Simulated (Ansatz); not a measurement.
# CH₅BO₂Se: a ladder of functionals and wavefunction methods

How much do the methods differ for CH₅BO₂Se? The plan is to run it at one geometry with functionals of several rungs and with coupled cluster, and see how far each lands from CCSD(T) at the basis-set limit for the atomisation energy.

Computed with Ansatz 0.2.0, Gaussian basis. Level: functionals in def2-TZVPP, the program's frozen cores in correlated methods.

The runs, in order: PBE-D4, r2SCAN-D4, PBE0-D4, B3LYP-D4, ωB97X-V, ωB97M-V, B2PLYP; CCSD(T)/def2-TZVPP; MP2/def2-QZVPP; extrapolation to the limit.

### Step 1. The relaxed structure

The geometry comes from an earlier relaxation with PBE0-D4 in a triple-zeta def2 set; it is a stationary point, not always the lowest conformer.

SMILES `OCOB[SeH]`, 10 atoms, charge 0, spin multiplicity 1.

Atoms are counted from 1 here; the program's logs count them from 0.

Bond lengths: O1–C2 1.376 Å, O1–H6 0.962 Å, C2–O3 1.416 Å, C2–H7 1.098 Å, C2–H8 1.093 Å, O3–B4 1.343 Å, B4–Se5 1.951 Å, B4–H9 1.194 Å, Se5–H10 1.468 Å. Angles: C2–O1–H6 108.8°, O1–C2–O3 109.7°, O1–C2–H7 112.4°, O1–C2–H8 106.7°, O3–C2–H7 108.1°, O3–C2–H8 109.8°, H7–C2–H8 110.0°, C2–O3–B4 125.0°, O3–B4–Se5 127.6°, O3–B4–H9 118.1°, Se5–B4–H9 114.4°, B4–Se5–H10 99.0°.

### Step 2. PBE-D4 (GGA)

in.yaml reads:

```yaml
crystal:
  periodic: [false, false, false]
  atoms:
    - {symbol: O, position_ang: [-2.176861, 0.355714, -0.165278]}
    - {symbol: C, position_ang: [-0.898443, 0.024363, 0.219404]}
    - {symbol: O, position_ang: [0.009289, 0.337307, -0.821108]}
    - {symbol: B, position_ang: [1.319368, 0.041080, -0.815369]}
    - {symbol: Se, position_ang: [2.323409, -0.883069, 0.578582]}
    - {symbol: H, position_ang: [-2.225075, 1.307428, -0.296444]}
    - {symbol: H, position_ang: [-0.580008, 0.561237, 1.123229]}
    - {symbol: H, position_ang: [-0.894715, -1.052797, 0.403585]}
    - {symbol: H, position_ang: [1.973879, 0.371768, -1.757158]}
    - {symbol: H, position_ang: [1.232158, -1.114133, 1.533459]}
basis:
  gaussian: {orbitals: def2-TZVPP}
hamiltonian: {xc: pbe, dispersion: d4}
output: {forces: true, orbitals: {seedname: orbitals}}
```

Launch:

```bash
$ ansatz run in.yaml --threads 4 --pin off --events-out ev --progress --plain --max-ram 10444MiB
```

After this run come: r2SCAN-D4 (meta-GGA); PBE0-D4 (hybrid); B3LYP-D4 (hybrid); ωB97X-V (range-separated); ωB97M-V (range-separated); B2PLYP (double hybrid); CCSD(T) in def2-TZVPP; MP2 in def2-QZVPP.

**Question.** What will the summary of the whole plan be? Wanted: atomisation energy, CCSD(T)/CBS; farthest; mean size of error, hybrid; mean size of error, range-separated; gap, smallest and largest; T1 diagnostic; triples share of the correlation energy.

The runs gave:

| quantity | value |
| --- | --- |
| atomisation energy, CCSD(T)/CBS | 3723.5 kJ/mol |
| functionals within 37.2 kJ/mol (1.0 %) | r2SCAN-D4, PBE0-D4, B3LYP-D4, ωB97X-V, ωB97M-V |
| farthest | PBE-D4 (+95.2 kJ/mol) |
| mean size of error, hybrid | 4.8 kJ/mol |
| mean size of error, range-separated | 1.2 kJ/mol |
| gap, smallest and largest | 5.08 eV (PBE-D4), 11.55 eV (ωB97X-V) |
| T1 diagnostic | 0.0123 |
| triples share of the correlation energy | 3.7 % |

PBE-D4 misses by +95.2 kJ/mol. Double hybrids carry the basis error of their MP2 part in triple zeta, and no dispersion term here, so their miss is partly the set-up's. Misses under about 37.2 kJ/mol are within the doubt on the reference itself, which lacks core-valence correlation, relativity and higher excitations, and its outer-core shells are covered unevenly. All levels share the lack of spin-orbit coupling, which lowers the free heavy atoms and so the true binding. Hartree-Fock recovers 70 % of the binding; the rest is correlation. Orbital gaps span 5.1 to 11.5 eV; exact exchange widens them. Correlated methods include outer-core shells of Se, which these sets cover unevenly.
